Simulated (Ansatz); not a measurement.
LiIn3, space group I4/mmm: a check of PAW against all-electron LAPW, run with the Python package of Ansatz (0.2.0).

`paw_lapw.py`:
```python
"""Checking the PAW result for LiIn3 with LAPW."""

import ansatz as az
from ase import Atoms
import numpy as np
import pandas as pd


def count_gap(report):
    # lowest empty less highest filled band, counting bands; zero where they overlap
    return max(report.get("gap_by_band_count_ev") or 0.0, 0.0)

atoms = Atoms(
    ["Li", "In", "In", "In"],
    scaled_positions=[
        [0.0, 0.0, 0.0],
        [0.75, 0.25, 0.5],
        [0.25, 0.75, 0.5],
        [0.5, 0.5, 0.0],
    ],
    cell=[
        [-2.238016, 2.238016, 4.592978],
        [2.238016, -2.238016, 4.592978],
        [2.238016, 2.238016, -4.592978],
    ],
    pbc=True,
)
liin3 = az.Crystal.from_ase(atoms)

base = (
    liin3.calculation()
    .occupations("Fermi-Dirac")
    .functional("lda")
    .kpoints(7, 7, 7)
    .stress()
    .forces()
    .band_table()
)
variants = {
    "PAW": base.pseudopotentials("paw"),
    "LAPW": base.pseudopotentials("all_electron", lapw=True),
}
# totals differ by the cores that each treatment holds, so compare what does not depend on them
rows = []
for label, variant in variants.items():
    data = variant.run().report
    levels = np.array(data["eigenvalues_ev"][0]) - data["fermi_energy_ev"]
    print(label, "levels at the first k-point near E_F:", np.round(levels[np.abs(levels) < 5], 3))
    rows.append((label, data["n_electrons"], np.trace(data["stress_gpa"]) / 3, float(np.abs(data["forces_ev_ang"]).max()), count_gap(data)))
print(pd.DataFrame(rows, columns=["treatment", "electrons in bands", "P GPa", "max force component eV/A", "gap by band count eV"]).round(4).to_string(index=False))
```

How well do the two treatments of the cores agree on the pressure?

PAW gives -2.391 GPa and LAPW -2.377 GPa, 0.014 GPa apart. They took 6.0 and 46.0 s of processor time.

What the script printed:

Running `python paw_lapw.py` prints:
```text
DeckWarning: basis.ecutwfc = 420 eV, auto-derived from the records' recommended cutoffs: set by Li (normal level)
PAW levels at the first k-point near E_F: [-1.958 -1.745 -0.87  -0.007 -0.007  1.162  1.162  1.941  2.586]
LAPW levels at the first k-point near E_F: [-1.958 -1.745 -0.871 -0.007 -0.007  1.162  1.162  1.94   2.587  4.134]
treatment  electrons in bands   P GPa  max force component eV/A  gap by band count eV
      PAW                42.0 -2.3908                       0.0                   0.0
     LAPW                66.0 -2.3773                       0.0                   0.0
```
(Warnings from the package without file and line.)

Notes:
- The computed bands are complete only to about 2.5 eV above the Fermi level.
- The mesh is modest for a metal, so energies can be off by several to tens of meV an atom and pressures by half a GPa or more; differences at equal mesh fare better.
- A gap by band count of zero or less means overlapping bands, a metal.
- This cell is a computed structure, which may not be the phase found in nature.
- Levels are Kohn-Sham eigenvalues on this mesh, without spin-orbit coupling.
- Pressure is positive in compression; the treatments may keep other shells as core, so totals and counts of electrons can differ.
- The whole script took 54 s on 1 thread of AMD EPYC 7R43 64-Core Processor (Zen 3) (shared host), peak memory 0.75 GiB.
